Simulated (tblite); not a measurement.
# B24H20N24 ((6,4) BN nanotube piece): the cost of one run

Computed with tblite 0.8.0 and PySCF 2.14.0 and routines of our own; the level stands in each step. Atoms count from 0.

### Step 1. The starting structure

68 atoms, charge 0, multiplicity 1; geometry from: force field, distance geometry or constructed start.

### Step 2. Relaxing the molecule with GFN2-xTB

What the job is given:

```
{"job": {"kind": "relax", "xc": "GFN2-xTB", "basis": "xTB"}, "charge": 0, "multiplicity": 1}
B      3.473800     0.285600    -0.670300
N      3.058100     1.659300    -0.841800
B      3.438500     0.570600     1.824400
N      2.913300     1.908200     1.651100
B      2.745800     2.136700    -2.160600
N      1.653400     3.060800    -2.332800
B      2.561000     2.359200     0.324800
N      1.401600     3.190300     0.163500
B      2.360200     2.558800     2.819900
N      1.127400     3.291400     2.655700
B      0.852400     3.373100    -1.169300
N     -0.575400     3.431300    -1.333300
B      0.569500     3.434000     1.330000
N     -0.852300     3.373700     1.156100
B     -1.132400     3.297300    -2.662300
N     -2.359400     2.561500    -2.822300
B     -1.397800     3.189500    -0.169400
N     -2.562000     2.354100    -0.337500
B     -1.657300     3.063100     2.324300
N     -2.744000     2.138800     2.158400
B     -2.916300     1.907600    -1.664100
N     -3.434200     0.574400    -1.831900
B     -3.057900     1.661300     0.833100
N     -3.473100     0.283100     0.658900
B     -3.468400    -0.284800    -0.667800
N     -3.067400    -1.657600    -0.832400
B     -3.432600    -0.570600     1.822700
N     -2.914600    -1.903200     1.658500
B     -2.746200    -2.137500    -2.166000
N     -1.655600    -3.060900    -2.326800
B     -2.557300    -2.356900     0.327000
N     -1.400100    -3.186300     0.162200
B     -2.358500    -2.560800     2.818400
N     -1.128100    -3.293500     2.657800
B     -0.853300    -3.372500    -1.170500
N      0.573400    -3.431100    -1.336200
B     -0.573700    -3.433200     1.320900
N      0.855400    -3.371800     1.156200
B      1.131300    -3.296100    -2.662600
N      2.352700    -2.557500    -2.827400
B      1.398100    -3.189900    -0.166500
N      2.566800    -2.363100    -0.332800
B      1.661600    -3.060300     2.318200
N      2.749400    -2.138400     2.153900
B      2.910300    -1.902100    -1.663200
N      3.431400    -0.571300    -1.835100
B      3.063700    -1.656600     0.825900
N      3.468600    -0.284800     0.662700
H      3.815900     0.198700     2.864500
H      3.371600     1.782000    -3.086000
H      1.450800     3.482400    -3.252300
H      2.894800     2.500600     3.860800
H      0.650200     3.712500     3.475500
H     -0.594100     3.763900    -3.589400
H     -2.828600     2.505300    -3.752300
H     -1.426600     3.546300     3.363300
H     -3.293900     1.815300     2.975100
H     -3.769300     0.247500    -2.757700
H     -3.814200    -0.199000     2.868300
H     -3.370600    -1.779300    -3.089000
H     -1.455500    -3.488800    -3.253900
H     -2.884300    -2.499600     3.859200
H     -0.648900    -3.712200     3.476200
H      0.590500    -3.762000    -3.585300
H      2.835000    -2.502900    -3.751800
H      1.421200    -3.541500     3.364000
H      3.302900    -1.817900     2.975800
H      3.774500    -0.241600    -2.751100
```

Launch:

```bash
> OMP_NUM_THREADS=4 python large_run.py task.json out
```

The driver reads the jobs from task.json and runs them one after another.

Q: Estimate the wall time and peak memory of this first job on 4 threads of Arm Neoverse N1, shared host.

About 8.3 s, with a peak of 0.14 GiB.
